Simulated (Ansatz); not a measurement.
**SnHCl₃ (built from SMILES Cl.[Cl][Sn][Cl]): search for a transition state**

Aim: find the saddle point of a insertion of a carbenoid that is to form Sn1–H4, Sn1–Cl5 and break H4–Cl5, prove it by its vibrations, and relax downhill on both sides to see what it joins.

The runs use Ansatz 0.2.0, Gaussian basis; PBE0-D4, def2-SVP first, then def2-TZVP.

31 further runs of the same task are left out: 31 set aside as unsound or not needed.

**1. Starting geometry**

The guess: 5 atoms, charge 0, spin multiplicity 1.

Atoms are counted from 1 here; the program's logs count them from 0.

Bond lengths: Sn1–Cl2 2.366 Å, Sn1–Cl3 2.512 Å, Sn1–H4 1.882 Å. Angles: Cl2–Sn1–Cl3 97.8°, Cl2–Sn1–H4 100.7°, Cl3–Sn1–H4 42.9°.

Coordinates:

```
Sn    1.04890    0.21150   -0.64050
Cl    1.28050   -2.09810   -0.18470
Cl   -1.38780    0.19550   -1.25060
H    -0.58850    0.57350    0.21370
Cl   -0.35300    1.11760    1.86210
```

Distances that are to change: Sn1–H4 1.88 Å, Sn1–Cl5 3.01 Å, H4–Cl5 1.75 Å.

**2. Constrained relaxation of the guess**

hold/in.yaml reads:

```yaml
crystal:
  periodic: [false, false, false]
  atoms:
    - {symbol: Sn, position_ang: [1.048900, 0.211500, -0.640500]}
    - {symbol: Cl, position_ang: [1.280500, -2.098100, -0.184700]}
    - {symbol: Cl, position_ang: [-1.387800, 0.195500, -1.250600]}
    - {symbol: H, position_ang: [-0.588500, 0.573500, 0.213700]}
    - {symbol: Cl, position_ang: [-0.353000, 1.117600, 1.862100]}
basis:
  gaussian: {orbitals: def2-SVP}
hamiltonian: {xc: pbe0, dispersion: d4}
relax: {f_tol: 0.08, max_steps: 120, escape_saddle: false, constraints: [{distance: [0, 3]}, {distance: [0, 4]}, {distance: [3, 4]}]}
```

The command line of these runs was not kept.

After this run come: A starting Hessian; Saddle search in the small basis; Saddle search in triple zeta; Vibrations at the point found; Relaxing after a step of 0.30 Å one way along the mode; Relaxing after a step of 0.30 Å the other way along the mode.

Before running it: what results should come out? Wanted: imaginary mode; barrier from the start side; barrier from the end side; energy of the step; pairs that change; zero-point energy at the saddle.

The runs gave:

```
                       quantity                                                         value
                 imaginary mode                                                     305i cm⁻¹
    barrier from the start side                                                      0.126 eV
      barrier from the end side                                                      0.126 eV
             energy of the step                                                      0.000 eV
              pairs that change  Sn1–Cl5 formed, Cl3–H4 formed, Sn1–Cl3 broken, H4–Cl5 broken
zero-point energy at the saddle                                                      0.216 eV
```

What this shows: The point has a single imaginary mode (305i cm⁻¹), as a transition state must. The two relaxations don't end on the planned structures: the search found another step. At PBE0-D4/def2-TZVP the electronic barrier is 0.126 eV, about 5 kT at 298 K, and the step runs 0.000 eV uphill. A step off the saddle overshot and began above it in energy, so the link to its end is likely but not proven. Lower complexes than these ends may exist.
